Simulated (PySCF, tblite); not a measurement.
**C4H6O2Si: a rotation path, then NMR shifts on frames**

Aim: move C4H6O2Si (`[SiH3]Oc1ccoc1`) away from its starting geometry and see how NMR shifts follow the geometry.

Computed with tblite 0.8.0 and PySCF 2.14.0, with density-fitted response routines of our own, on a single molecule in the gas phase. Atoms are numbered from 0 throughout.

## 1. The molecule as given

13 atoms, charge 0, multiplicity 1; geometry from: GFN2-xTB.

Bonds of the start (Å): Si0–O1 1.63, O1–C2 1.34, C2–C3 1.42, C3–C4 1.36, C4–O5 1.34, O5–C6 1.35, C6–C2 1.37, Si0–H7 1.45, Si0–H8 1.47, Si0–H9 1.46, C3–H10 1.07, C4–H11 1.07, C6–H12 1.07.

## 2. A band between two rotamers with GFN2-xTB

The job: settings as JSON, then the geometry in Å.

```
{"job": {"kind": "neb", "xc": "GFN2-xTB", "basis": "xTB", "atoms": [6, 2, 1, 0], "turn": 180}, "charge": 0, "multiplicity": 1}
Si     2.358682     0.304967     0.352968
O      1.100188    -0.707213     0.145911
C     -0.215651    -0.481308     0.026683
C     -0.898108     0.766175     0.045630
C     -2.214649     0.465785    -0.111552
O     -2.393678    -0.857002    -0.224736
C     -1.179738    -1.435971    -0.141083
H      3.424407    -0.681606     0.392487
H      2.463304     1.243600    -0.767130
H      2.215243     1.070829     1.593573
H     -0.449392     1.730722     0.160616
H     -3.088994     1.084103    -0.157486
H     -1.126002    -2.502595    -0.212201
```

Level: GFN2-xTB climbing-image nudged elastic band, gas phase.

The run is started by

```console
OMP_NUM_THREADS=1 python probes_run.py task.json out
```

One launch serves the whole session: the jobs run in the order shown.

Output:

```text
image   E - E0 / eV
  0      -0.0000
  1       0.0128
  2       0.0362
  3       0.0569
  4       0.0673
  5       0.0630
  6       0.0471
  7       0.0258
  8       0.0119
```

It took 4 s on 1 thread of Arm Neoverse N1, shared host; peak memory 0.18 GiB.

The final band, with the dihedral C6–C2–O1–Si0:

```tsv
image	dihedral (°)	energy (eV)	energy (kcal/mol)
0	-180	0.000	0.0
1	-157	0.013	0.3
2	-135	0.036	0.8
3	-112	0.057	1.3
4	-88	0.067	1.6
5	-65	0.063	1.5
6	-42	0.047	1.1
7	-20	0.026	0.6
8	0	0.012	0.3
```

## 3. NMR shieldings: image 0, PBE0/pcSseg-1

The job: settings as JSON, then the geometry in Å.

```
{"job": {"kind": "nmr", "xc": "PBE0", "basis": "pcSseg-1", "pop": false}, "charge": 0, "multiplicity": 1}
Si     2.358700     0.305000     0.353000
O      1.100200    -0.707200     0.145900
C     -0.215700    -0.481300     0.026700
C     -0.898100     0.766200     0.045600
C     -2.214600     0.465800    -0.111600
O     -2.393700    -0.857000    -0.224700
C     -1.179700    -1.436000    -0.141100
H      3.424400    -0.681600     0.392500
H      2.463300     1.243600    -0.767100
H      2.215200     1.070800     1.593600
H     -0.449400     1.730700     0.160600
H     -3.089000     1.084100    -0.157500
H     -1.126000    -2.502600    -0.212200
```

Method: GIAO PBE0/pcSseg-1 NMR shielding, non-relativistic, gas phase.

Output:

```text
coarse grid: 11864 points
cycle   1  E = -595.3051233307  dE =  1.382e+00  |g| = 6.660e-01  |ddm| = 3.460e+00
cycle   2  E = -595.2230066522  dE =  8.212e-02  |g| = 9.569e-01  |ddm| = 1.321e+00
cycle   3  E = -595.3826116979  dE = -1.596e-01  |g| = 1.037e-01  |ddm| = 8.847e-01
cycle   4  E = -595.3845231574  dE = -1.911e-03  |g| = 3.666e-02  |ddm| = 1.004e-01
cycle   5  E = -595.3848287308  dE = -3.056e-04  |g| = 7.393e-03  |ddm| = 3.261e-02
cycle   6  E = -595.3848387405  dE = -1.001e-05  |g| = 3.146e-03  |ddm| = 8.183e-03
cycle   7  E = -595.3848410170  dE = -2.276e-06  |g| = 6.540e-04  |ddm| = 2.839e-03
final grid: 111408 points
cycle   8  E = -595.4461826716  dE = -1.662e-05  |g| = 1.206e-02  |ddm| = 2.760e-02
cycle   9  E = -595.4461447190  dE =  3.795e-05  |g| = 1.903e-02  |ddm| = 1.890e-02
cycle  10  E = -595.4462078430  dE = -6.312e-05  |g| = 1.390e-03  |ddm| = 1.232e-02
cycle  11  E = -595.4462082679  dE = -4.249e-07  |g| = 3.657e-04  |ddm| = 1.369e-03
cycle  12  E = -595.4462082938  dE = -2.586e-08  |g| = 1.481e-04  |ddm| = 4.372e-04
cycle  13  E = -595.4462082983  dE = -4.590e-09  |g| = 2.384e-05  |ddm| = 1.328e-04
cycle  14  E = -595.4462082984  dE = -8.890e-11  |g| = 1.099e-05  |ddm| = 2.580e-05
converged SCF energy = -595.4462082984

GIAO shielding tensors (ppm)
atom      isotropic    diamagn.    paramagn.     s11        s22        s33       span
  0 Si     388.323     879.809    -491.486    348.305    352.273    464.392    116.088
  1 O      285.180     396.021    -110.841    200.304    284.613    370.622    170.318
  2 C       34.475     249.764    -215.289    -31.200     34.860     99.765    130.965
  3 C       79.065     257.762    -178.697     -0.421     76.832    160.784    161.205
  4 C       41.330     253.762    -212.431    -31.130     44.493    110.628    141.759
  5 O       57.262     396.448    -339.186    -89.849    -16.920    278.555    368.404
  6 C       52.902     254.162    -201.260     -7.854     53.462    113.099    120.953
  7 H       26.675      28.985      -2.310     22.702     25.417     31.906      9.204
  8 H       26.543      29.594      -3.051     23.650     24.778     31.203      7.553
  9 H       26.546      29.472      -2.926     23.656     24.781     31.201      7.545
 10 H       25.391      33.198      -7.807     23.326     25.264     27.584      4.258
 11 H       24.406      29.853      -5.448     21.440     25.437     26.339      4.899
 12 H       24.282      30.971      -6.689     21.498     24.877     26.472      4.973
```

Run time: 37 s. Hardware: 1 thread of Arm Neoverse N1, shared host; peak memory 0.72 GiB.

The references, computed at this level on geometries of the same kind, shield at (ppm): 1H TMS 31.72, 13C TMS 186.9, 29Si TMS 349.2, 17O H2O 336.1. Their shielding less the atom's gives the shift. The references are single molecules in the gas phase, so shifts against H2O, NH3, PH3, H3PO4 or CFCl3 are not on the usual liquid scales and can be off by tens of ppm. Each atom is listed at this fixed geometry, with no averaging over motion; a spectrum would average atoms that exchange fast.

```tsv
atoms	environment	σ (ppm)	δ (ppm)
C2	aromatic carbon bearing oxygen	34.5	152.4
C4	aromatic CH next to the ring oxygen	41.3	145.6
C6	aromatic CH next to the ring oxygen	52.9	134.0
C3	aromatic CH	79.1	107.9
H12	hydrogen on an aromatic CH next to the ring oxygen	24.28	7.43
H11	hydrogen on an aromatic CH next to the ring oxygen	24.41	7.31
H10	hydrogen on an aromatic CH	25.39	6.33
H8	hydrogen on a silicon bonded to O	26.54	5.17
H9	hydrogen on a silicon bonded to O	26.55	5.17
H7	hydrogen on a silicon bonded to O	26.68	5.04
Si0	silicon bonded to O, 3 H	388.3	-39.2
O5	aromatic ring oxygen	57.3	278.8
O1	oxygen bonded to C, Si	285.2	50.9
```

Ring of atoms C2, C3, C4, O5, C6: NICS(0) -13.4, NICS(1) -10.0, NICS(1)zz -25.3 ppm (means of both faces).

Orbitals, density, ELF and potential are computed afterwards from the orbital file.

Frontier orbitals at PBE0/pcSseg-1, with the share of their density that lies nearest to each atom:

```tsv
orbital	energy (eV)	lies on
HOMO	-6.34	C6 35 %; C2, C4 about 18 % each; O1 11 %
LUMO	0.19	Si0 21 %; H7, H8, H9 about 20 % each; O1 11 %
```

ELF in a plane through or near 11 of the atoms.

Ten even steps from ' ' (0.00) to '@' (1.00):
```
                                                        
                                                        
                                                        
                              ++@@@@##..                
                            ::@@@@@@@@==                
        --%%%%++    ..--::  ..%%@@@@@@::                
      ==@@@@@@@@    ==##**    ++%%@@**    ..            
      %%@@@@@@@@==..##%%%%==++##==--++++####==          
      ##@@@@@@@@::::%%--==%%::##**++##==%%%%++..        
      --%%@@@@..**::**%%##****==::..##==##**--          
        ..::..::##==..==..--@@##==++::++--              
            ............  ::==++==%%%%..##**::          
            ..------..  ..%%@@++++##++@@@@@@@@++        
                        ==@@@@@@==  ::%%@@@@@@--        
                        --@@@@@@--    ==@@@@**          
                          ==##--                        
                                                        
                                                        
                                                        
                                                        
```
The map spans 11.9 Å across and 9.9 Å up, centred on the molecule. Atoms in the plane (x, y in Å): Si0 (-2.4, 0.0), O1 (-1.0, 0.8), C2 (0.3, 0.5), C3 (0.8, -0.9), C4 (2.2, -0.7), O5 (2.5, 0.6), C6 (1.3, 1.3), H7 (-3.3, 1.1), H10 (0.2, -1.8), H11 (3.0, -1.4), H12 (1.4, 2.4).

log10 of the density (e/Å³) in the same plane.

Ten even steps from '0' (-4.0) to '9' (1.9):
```
0000000000000000000000000000
0000000000000000000000000000
0000000000000001221100000000
0000001000000123443210000000
0001112211122234554321000000
0012233333344345675432100000
0012345444555456776543210000
0123466655677667986665421000
0123466666798777777976431000
0123456687777797667876431000
0012345798655677667765421000
0012345566544579779765431000
0001234555444577666776431000
0000123343334576555565431000
0000112232223455433444320000
0000001111112333322222100000
0000000000001122111110000000
0000000000000000000000000000
0000000000000000000000000000
0000000000000000000000000000
```
The map spans 11.9 Å across and 9.9 Å up, centred on the molecule. Atoms in the plane (x, y in Å): Si0 (-2.4, 0.0), O1 (-1.0, 0.8), C2 (0.3, 0.5), C3 (0.8, -0.9), C4 (2.2, -0.7), O5 (2.5, 0.6), C6 (1.3, 1.3), H7 (-3.3, 1.1), H10 (0.2, -1.8), H11 (3.0, -1.4), H12 (1.4, 2.4).

On the surface of density 0.002 e/bohr³ the electrostatic potential runs, from the 1st to the 99th percentile, from -0.94 V near O1 to 1.57 V near Si0.

## 4. Shielding tensors: image 2, PBE0/pcSseg-1

The job: settings as JSON, then the geometry in Å.

```
{"job": {"kind": "nmr", "xc": "PBE0", "basis": "pcSseg-1", "pop": false}, "charge": 0, "multiplicity": 1}
Si     2.366000     0.246500     0.436400
O      1.122500    -0.592700    -0.195300
C     -0.207300    -0.410800    -0.135500
C     -0.933200     0.799100    -0.319400
C     -2.243000     0.465000    -0.172000
O     -2.378500    -0.843200     0.083900
C     -1.141800    -1.377800     0.106500
H      3.467700    -0.566400    -0.049500
H      2.404900     1.623700    -0.060700
H      2.251800     0.276100     1.895600
H     -0.521700     1.760800    -0.544200
H     -3.139800     1.049900    -0.226500
H     -1.052100    -2.429800     0.284500
```

Level: GIAO PBE0/pcSseg-1 NMR shielding, non-relativistic, gas phase.

Output:

```text
coarse grid: 11864 points
cycle   1  E = -595.3050112446  dE =  1.374e+00  |g| = 6.676e-01  |ddm| = 3.447e+00
cycle   2  E = -595.2231984065  dE =  8.181e-02  |g| = 9.567e-01  |ddm| = 1.228e+00
cycle   3  E = -595.3827757277  dE = -1.596e-01  |g| = 1.024e-01  |ddm| = 8.135e-01
cycle   4  E = -595.3846254306  dE = -1.850e-03  |g| = 3.701e-02  |ddm| = 1.003e-01
cycle   5  E = -595.3849307265  dE = -3.053e-04  |g| = 8.111e-03  |ddm| = 3.266e-02
cycle   6  E = -595.3849411512  dE = -1.042e-05  |g| = 4.056e-03  |ddm| = 8.175e-03
cycle   7  E = -595.3849442669  dE = -3.116e-06  |g| = 9.931e-04  |ddm| = 3.203e-03
final grid: 111408 points
cycle   8  E = -595.4460942281  dE = -1.234e-05  |g| = 1.305e-02  |ddm| = 2.678e-02
cycle   9  E = -595.4460399765  dE =  5.425e-05  |g| = 2.166e-02  |ddm| = 2.064e-02
cycle  10  E = -595.4461236317  dE = -8.366e-05  |g| = 1.770e-03  |ddm| = 1.371e-02
cycle  11  E = -595.4461243398  dE = -7.081e-07  |g| = 3.833e-04  |ddm| = 1.681e-03
cycle  12  E = -595.4461243680  dE = -2.816e-08  |g| = 1.242e-04  |ddm| = 4.310e-04
cycle  13  E = -595.4461243711  dE = -3.167e-09  |g| = 2.101e-05  |ddm| = 1.090e-04
cycle  14  E = -595.4461243712  dE = -6.366e-11  |g| = 1.037e-05  |ddm| = 2.344e-05
converged SCF energy = -595.4461243712

GIAO shielding tensors (ppm)
atom      isotropic    diamagn.    paramagn.     s11        s22        s33       span
  0 Si     386.085     879.946    -493.861    344.156    351.071    463.028    118.872
  1 O      289.704     396.714    -107.010    214.251    284.874    369.987    155.736
  2 C       34.403     249.356    -214.953    -32.015     36.707     98.518    130.533
  3 C       77.407     255.615    -178.208     -2.756     72.443    162.535    165.290
  4 C       41.041     253.962    -212.920    -32.300     44.864    110.559    142.859
  5 O       58.517     396.530    -338.013    -89.437    -14.958    279.948    369.385
  6 C       51.874     254.559    -202.685    -10.648     53.175    113.094    123.742
  7 H       26.668      29.122      -2.454     23.056     25.125     31.823      8.767
  8 H       26.449      29.720      -3.271     22.891     25.409     31.048      8.157
  9 H       26.713      29.332      -2.619     23.652     25.005     31.483      7.832
 10 H       25.206      32.659      -7.453     23.059     25.140     27.419      4.360
 11 H       24.391      29.771      -5.380     21.505     25.393     26.275      4.770
 12 H       24.293      31.089      -6.796     21.671     24.719     26.489      4.818
```

It took 28 s on 1 thread of Arm Neoverse N1, shared host; peak memory 0.8 GiB.

This run: δ C2 152.5, C4 145.9, C6 135.1, C3 109.5, H12 7.42, H11 7.33 ppm.

(Part 1 of 2 ends here.)
